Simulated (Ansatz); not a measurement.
## TaTl in Ansatz: convergence with k mesh

Input of the first run (k mesh 3 × 3 × 2); the others differ in this setting and in those tied to it:

input.yaml

```yaml
crystal:
  lattice:
    - [3.47218919, 0.0, 0.0]
    - [0.0, 3.47218919, 0.0]
    - [0.0, 0.0, 4.29045856]
  atoms:
    - { symbol: Ta, position: [0.5, 0.5, 0.5] }
    - { symbol: Tl, position: [0.0, 0.0, 0.0] }
hamiltonian:
  xc: pbe
  pseudopotentials: { kind: nc }
kpoints:
  mp_grid: { grid: [3, 3, 2] }
scf:
  occupations: { method: gaussian, width: 0.1 }
output:
  forces: true
  stress: true
  eigenvalues: true
```

Potentials or basis: Ansatz NC.

Run with:

```sh
$ ansatz run input.yaml --threads 2 --pin off --max-ram 5632MiB --backend cpu --events-out ev --progress --plain --runs-dir out
```

The cell was built by a generator and needn't be a form met in nature.

Hardware: 2 threads of Arm Neoverse V1 (shared host).

```csv
k mesh,"energy less the tightest run, at zero smearing (meV/atom)",pressure (GPa),SCF cycles,CPU time (s),peak memory (GiB)
3 × 3 × 2,171.33,-16.66,8,2.4,0.29
3 × 3 × 3,10.88,-15.55,7,2.2,0.28
4 × 4 × 3,49.89,-16.28,8,4.2,0.32
5 × 5 × 4,-9.54,-16.43,8,5.9,0.33
6 × 6 × 5,-4.58,-16.48,8,10,0.35
7 × 7 × 6,7.77,-16.40,8,15,0.38
9 × 9 × 7,-2.24,-16.42,9,20,0.42
11 × 11 × 9,1.50,-16.33,8,35,0.51
13 × 13 × 10,0.00,-16.46,8,54,0.64
```

Not settled before the last step: the energy (to 1 meV/atom), the pressure (to 0.1 GPa). Meshes of other sizes hit other points, so gaps and Fermi surfaces needn't settle smoothly. The tightest run that finished is the yardstick and may itself not be fully converged.

Caveat, for the tightest run too: so large a pressure means that the cell lies far from this level's equilibrium, or that cutoff or potentials fall short. The run has no spin-orbit coupling, so splittings on Ta, Tl are missing.
